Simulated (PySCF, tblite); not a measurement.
# C₆H₁₂N radical: geometry, infrared bands and EPR parameters

What infrared bands and EPR parameters should C₆H₁₂N radical (`[CH2]CN1CCCC1`) show?

Computed with tblite 0.8.0 and PySCF 2.14.0, with density-fitted response routines of our own, on a single molecule in the gas phase. Atoms count from 0, in the outputs and in this text.

## (1) The starting structure

19 atoms, charge 0, multiplicity 2; geometry from: force field or distance geometry start.

Bonds of the start (Å): C0–C1 1.49, C1–N2 1.44, N2–C3 1.46, C3–C4 1.52, C4–C5 1.52, C5–C6 1.53, C6–N2 1.47, C0–H7 1.08, C0–H8 1.08, C1–H9 1.09, C1–H10 1.11, C3–H11 1.11, C3–H12 1.08, C4–H13 1.10, C4–H14 1.09, C5–H15 1.09, C5–H16 1.10, C6–H17 1.10, C6–H18 1.09.

## (2) Optimising the geometry with GFN2-xTB

Job settings and geometry (Å):

```
{"job": {"kind": "relax", "xc": "GFN2-xTB", "basis": "xTB"}, "charge": 0, "multiplicity": 2}
C      2.655300     0.713000    -0.252700
C      1.708800    -0.410000    -0.013900
N      0.353900    -0.060100    -0.351600
C     -0.549500    -1.208600    -0.325400
C     -1.933600    -0.587600    -0.333600
C     -1.750000     0.804000     0.252100
C     -0.258800     0.909200     0.566900
H      3.617600     0.738600     0.243200
H      2.475400     1.390300    -1.078000
H      2.042600    -1.252600    -0.625300
H      1.790400    -0.740000     1.039000
H     -0.424700    -1.799200     0.608200
H     -0.401600    -1.881700    -1.161300
H     -2.299500    -0.502400    -1.371900
H     -2.658000    -1.169900     0.231300
H     -2.043700     1.566200    -0.465200
H     -2.354700     0.950100     1.155300
H     -0.087200     0.621100     1.617900
H      0.107800     1.928500     0.422300
```

Launch:

```bash
$ OMP_NUM_THREADS=1 python probes_run.py task.json out
```

One launch serves the whole session: the jobs run in the order shown.

**Question.** This job is followed by: GFN2-xTB harmonic vibrations, gas phase; UKS B3LYP, pcH-1 on C H N, non-relativistic, mean-field spin-orbit, GIAO. What will the session give for the following? strongest single infrared mode (GFN2-xTB); zero-point energy (GFN2-xTB); g(iso) (B3LYP); ⟨S²⟩; largest a(iso) (averaged by class); potential on the surface of density 0.002 e/bohr³, 1st and 99th percentile.

**Answer**, as computed:

| quantity | value |
| --- | --- |
| strongest single infrared mode (GFN2-xTB) | 2794 cm⁻¹, 190 km/mol |
| zero-point energy (GFN2-xTB) | 104.3 kcal/mol |
| g(iso) (B3LYP) | 2.00264 |
| ⟨S²⟩ | 0.754 (exact 0.75) |
| largest a(iso) (averaged by class) | 1H on H9, H10, 108.9 MHz |
| potential on the surface of density 0.002 e/bohr³, 1st and 99th percentile | -1.26 V and 0.59 V |

**Reading.** Over 48 steps the energy fell by 0.072 eV; of the close pairs, C4–C5 changed most, 1.521 to 1.540 Å. All 51 modes are real, so the xTB geometry is a minimum. Unscaled tight-binding wavenumbers are off by several per cent, some by more. Its intensities can rank the bands wrongly. C0 carries the largest spin population, 1.08 e. The isotropic g lies 0.3 ppt above the free-electron value. These values are for one conformer; the search (at its own cheap level) found 1 more, at 0.42 kcal/mol, and measured spectra average over such forms.
